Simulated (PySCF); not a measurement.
# MoO₂: structure of the singlet

Aim: relax MoO₂ as a singlet from a bent start, check by its vibrations whether the end is a minimum, and collect its spectrum and constants.

Program: PySCF 2.14.0. Level of theory: BP86, basis Mo def2-TZVP with ECP28, O def2-TZVP, scalar-relativistic core potentials, no spin–orbit coupling, density fitting. These are calculated values, not measurements.

## Step 1: The system as given

3 atoms, charge 0, spin multiplicity 1.

Bond lengths: Mo1–O2 1.780 Å, Mo1–O3 1.780 Å. Angles: O2–Mo1–O3 110.0°.

Z-matrix (Å, degrees; charge 0 multiplicity 1):
```
Mo
O  1 1.7800
O  1 1.7800 2 110.00
```

## Step 2: The SCF at the typed geometry

The steps below are one call of a driver around PySCF. For each, scf.py gives the equivalent set-up of the SCF; relaxations use the driver's own optimiser. The state is first sought with PBE. After this first run the driver tries any further starts and a stability analysis.

File scf.py:

```python
from pyscf import gto, scf, dft
mol = gto.M(atom='''
Mo     0.000000     0.000000     0.000000
O      1.458100     0.000000     1.021000
O     -1.458100     0.000000     1.021000''',
    basis={'Mo': 'def2-TZVP', 'O': 'def2-TZVP'},
    ecp={'Mo': 'def2-TZVP'},
    charge=0, spin=0)
mf = dft.RKS(mol, xc='PBE')
mf.grids.atom_grid = (50, 194)
aux = {'Mo': 'def2-universal-JKFIT', 'O': 'def2-universal-JKFIT'}
mf = mf.density_fit(auxbasis=aux)
mf.conv_tol = 1e-08
mf.diis_space = 10
mf.max_cycle = 60
mf.init_guess = 'minao'
mf.verbose = 4
mf.kernel()
```

Command:

```
> OMP_NUM_THREADS=2 python axn.py task.json out
```

Further steps of the session: Bent start, singlet: relaxation; Vibrations and properties at this point; The broken-symmetry singlet; Hessian and properties.

**Question.** What will these runs give? Wanted: minimum; geometry; wavenumbers; dipole moment; highest occupied, lowest empty level; polar-tensor charge of Mo1; zero-point energy; atomisation energy; ⟨S²⟩.

The runs gave:

| quantity | value |
| --- | --- |
| minimum | broken-symmetry (Ms = 0), C2v |
| geometry | Mo–O 1.697 Å (×2); O–Mo–O 109.5° |
| wavenumbers (cm⁻¹) | 313, 948, 996 |
| dipole moment | 3.70 D |
| highest occupied, lowest empty level (either spin) | -5.46, -4.34 eV |
| polar-tensor charge of Mo1 | +1.24 e |
| zero-point energy | 13.5 kJ/mol |
| entropy at 298.15 K | 267.4 J/(mol K) |
| atomisation energy (no zero-point energy) | 1276 kJ/mol |
| ⟨S²⟩ | 0.907 |

**Reading.** The bent start keeps its C2v symmetry and ends in a minimum. The determinant is spin-contaminated (⟨S²⟩ = 0.91 against 0.00), so it is no pure spin state. The strongest infrared band lies at 948 cm⁻¹ (stretch). Other starts or spin states, not run here, may lie lower. The SCF density has lower symmetry than the nuclear frame.
